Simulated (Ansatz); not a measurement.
**H₂Br+ (singlet): the correlation ladder at distance Br1–H2 = 1.780 Å, 6-31G**

The task here is to estimate one member of a computed series from the others.

Method: 6-31G, core rule «outside noble gas», up to 14 orbitals frozen; program: Ansatz 0.2.0, Gaussian basis.

The runs, in order: UHF; CCSD(T) on RHF; BCCD(T) on RHF; CISD; CCSDT(Q) on RHF; CCSDTQ on RHF; CASSCF and MRCISD+Q, 2 electrons in 2 orbitals; CASSCF and NEVPT2, 2 electrons in 2 orbitals; CASSCF and MRCISD+Q, 8 electrons in 6 orbitals; CASSCF and NEVPT2, 8 electrons in 6 orbitals; Full CI.

24 further runs of the same task are left out: 21 that didn't finish, 3 set aside as unsound or not needed. Runs told in other sessions of the task aren't counted.

### The geometry

The geometry derives from a PBE0/def2-TZVP stationary point (not a proven minimum). One bond is set to the value named and the two fragments are kept rigid. No spin-orbit coupling is included. The filled d shell of Br may be among the frozen orbitals whatever the setting's name suggests.

3 atoms, charge 1, spin multiplicity 1.

Atoms are counted from 1 here; the program's logs count them from 0.

Bond lengths: Br1–H2 1.780 Å, Br1–H3 1.447 Å. Angles: H2–Br1–H3 92.5°.

Coordinates:

```
atom   x (Å)    y (Å)    z (Å)
 Br1  0.0000  -0.0274   0.0030
  H2  0.0000   1.2029  -1.2833
  H3  0.0000   0.9729   1.0488
```

Set-up of the first run:

The input, in.yaml:

```yaml
crystal:
  periodic: [false, false, false]
  atoms:
    - {symbol: Br, position_ang: [0.000000, -0.027447, 0.002959]}
    - {symbol: H, position_ang: [0.000000, 1.202929, -1.283344]}
    - {symbol: H, position_ang: [0.000000, 0.972928, 1.048806]}
basis:
  gaussian: {orbitals: 6-31G}
total_charge: 1
magnetization: {spin_polarized: true, initial_magnetization: 0}
hamiltonian: {xc: hf}
output: {orbitals: {seedname: orbitals}}
```

The run is started by

```bash
$ ansatz run in.yaml --threads 1 --pin off --events-out ev --progress --plain --max-ram 2393MiB
```

Among the steps run: UHF; CCSD(T) on RHF; BCCD(T) on RHF; CISD; CCSDT(Q) on RHF; CCSDTQ on RHF; CASSCF and MRCISD+Q, 2 electrons in 2 orbitals; CASSCF and NEVPT2, 2 electrons in 2 orbitals; CASSCF and MRCISD+Q, 8 electrons in 6 orbitals; CASSCF and NEVPT2, 8 electrons in 6 orbitals; Full CI.

One table of the session follows, with a row left open; its other results are not shown here.

```
          method  from FCI (meV)
             RHF         +2160.7
            RMP2          +514.3
            CISD           +97.0
           RCCSD           +26.2
        RCCSD(T)            +4.6
         BCCD(T)            +4.9
          RCCSDT            +0.9
       RCCSDT(Q)            +0.1
         RCCSDTQ             0.0
     CASSCF pair         +1411.5
     NEVPT2 pair               ?
     MRCISD pair           +37.6
   MRCISD+Q pair            -2.5
  CASSCF valence          +802.7
  NEVPT2 valence          +157.9
  MRCISD valence           +16.6
MRCISD+Q valence            +6.7
             FCI               0
```

Estimate the missing values for NEVPT2 pair.

As computed: from FCI (meV): +272.6. In the column «from FCI (meV)» it lies between NEVPT2 valence (+157.9) and RMP2 (+514.3).

Limits of these values: MRCISD+Q pair falls below full CI: the +Q correction isn't variational, and the cores differ from full CI's.
